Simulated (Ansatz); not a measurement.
# Al2TeC: the cost of one run

Method: DFT PBE, scalar-relativistic, plane waves, PAW, in Ansatz 0.2.0.

## (1) The system as given

The structure is hexagonal, space group P6mm (No. 183). The conventional cell has a = 5.149 Å, b = 5.149 Å, c = 6.857 Å, α = 90.00°, β = 90.00°, γ = 120.00°. Around Al (site symmetry 6mm) lie 1 C at 1.03 Å. Al (site symmetry 6mm) is surrounded by 1 C at 1.87 Å and 1 Te at 1.94 Å. Te (site symmetry 6mm) is surrounded by 2 Al at 1.94 to 2.01 Å. C (site symmetry 6mm) has 1 Al at 1.03 Å as nearest neighbours.

Coordinates:

```
Al Te C
1.0
     5.14927    0.00000    0.00000
    -2.57463    4.45940    0.00000
     0.00000    0.00000    6.85735
Al Te C
2 1 1
Direct
  0.00000 0.00000 0.71744
  0.00000 0.00000 0.14063
  0.00000 0.00000 0.42413
  0.00000 0.00000 0.86734
```

The cell is invented: random cell by space group and Wyckoff sites (P6mm, No. 183). Its size is a rough estimate.

## (2) Probe: one point on a coarse mesh

Input file input.yaml:

```yaml
crystal:
  lattice:
    - [5.14926851, 0.0, 0.0]
    - [-2.57463426, 4.45939734, 0.0]
    - [0.0, 0.0, 6.85735026]
  atoms:
    - { symbol: Al, position: [0.0, 0.0, 0.71743915] }
    - { symbol: Al, position: [0.0, 0.0, 0.14062717] }
    - { symbol: Te, position: [0.0, 0.0, 0.4241309] }
    - { symbol: C, position: [0.0, 0.0, 0.8673352] }
basis:
  ecutwfc: 420
kpoints:
  mp_grid: { grid: [6, 6, 4] }
hamiltonian:
  xc: pbe
scf:
  occupations: { method: gaussian, width: 0.1 }
  lower_state_search: "off"
output:
  forces: true
  stress: true
  eigenvalues: true
```

The run is started by

```bash
> ansatz run input.yaml --threads 1 --pin off --max-ram 2048MiB --backend cpu --events-out ev --progress --plain --runs-dir out
```

**Question.** How long does this run take on 1 thread of Arm Neoverse V2, shared host, and how much memory does it need?

About 5.5 s, with a peak of 0.35 GiB.
